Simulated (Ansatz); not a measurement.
# TiNbTe3: the cost of one run

Method: DFT PBE, scalar-relativistic, plane waves, PAW, unless a step names another level, in Ansatz 0.2.0.

3 further runs of the same task are left out: 3 that didn't finish. Runs told in other sessions of the task aren't counted.

**1. Starting point**

Symmetry: P2_1/m, No. 11, monoclinic system. Conventional cell: a = 7.203 Å, b = 3.691 Å, c = 9.731 Å, α = 90.00°, β = 105.35°, γ = 90.00°. Ti (site symmetry m) has 6 Te at 2.72 to 3.07 Å in its first shell of neighbours. Around Nb (site symmetry m) lie 6 Te at 2.72 to 2.93 Å. Te (site symmetry m) has 3 Nb at 2.72 to 2.78 Å in its first shell of neighbours. Te (site symmetry m) has 3 Ti at 2.72 to 2.75 Å and 1 Nb at 2.92 Å in its first shell of neighbours. Te (site symmetry m) is surrounded by 3 Ti at 2.85 to 3.07 Å and 2 Nb at 2.93 Å.

As a file:

```
Ti Nb Te
1.0
     7.20295    0.00000    0.00752
     0.00000    3.69114    0.00000
    -2.58616    0.00000    9.38153
Ti Nb Te
2 2 6
Direct
  0.29381 0.25000 0.49909
  0.70619 0.75000 0.50091
  0.11036 0.25000 0.13232
  0.88964 0.75000 0.86768
  0.72354 0.25000 0.01333
  0.50813 0.25000 0.30760
  0.01915 0.75000 0.33895
  0.27646 0.75000 0.98667
  0.49187 0.75000 0.69240
  0.98085 0.25000 0.66105
```

It came out lowest among 21 distinct ends of the trial cells. At a tolerance of 0.05 Å it has space group P2_1/m (No. 11).

**2. Tight relaxation for the response runs, on the response runs' mesh and smearing**

Contents of input.yaml:

```yaml
crystal:
  lattice:
    - [7.2029467176, 0.0, 0.0075157062]
    - [0.0, 3.6911365558, 0.0]
    - [-2.5861634976, 0.0, 9.3815294594]
  atoms:
    - { symbol: Ti, position: [0.2938111344, 0.25, 0.4990853208] }
    - { symbol: Ti, position: [0.7061888656, 0.75, 0.5009146792] }
    - { symbol: Nb, position: [0.1103604119, 0.25, 0.1323233455] }
    - { symbol: Nb, position: [0.8896395881, 0.75, 0.8676766545] }
    - { symbol: Te, position: [0.7235363904, 0.25, 0.0133296111] }
    - { symbol: Te, position: [0.5081319458, 0.25, 0.3076030414] }
    - { symbol: Te, position: [0.0191498273, 0.75, 0.338947938] }
    - { symbol: Te, position: [0.2764636096, 0.75, 0.9866703889] }
    - { symbol: Te, position: [0.4918680542, 0.75, 0.6923969586] }
    - { symbol: Te, position: [0.9808501727, 0.25, 0.661052062] }
basis:
  ecutwfc: 420
kpoints:
  mp_grid: { grid: [6, 8, 4] }
hamiltonian:
  xc: pbe
scf:
  occupations: { method: gaussian, width: 0.1 }
output:
  forces: true
  stress: true
  eigenvalues: true
relax:
  adjacent_minimum: "off"
  f_tol: 0.001
  max_steps: 60
  cell: { stress_tol: 0.01 }
```

Started as:

```bash
$ ansatz run input.yaml --threads 3 --pin off --max-ram 7680MiB --backend cpu --events-out ev --progress --plain --runs-dir out
```

Q: Estimate wall time and peak memory on 3 threads of Intel Xeon Platinum 8488C (Sapphire Rapids), shared host.

About 1.9 min, with a peak of 1.4 GiB.
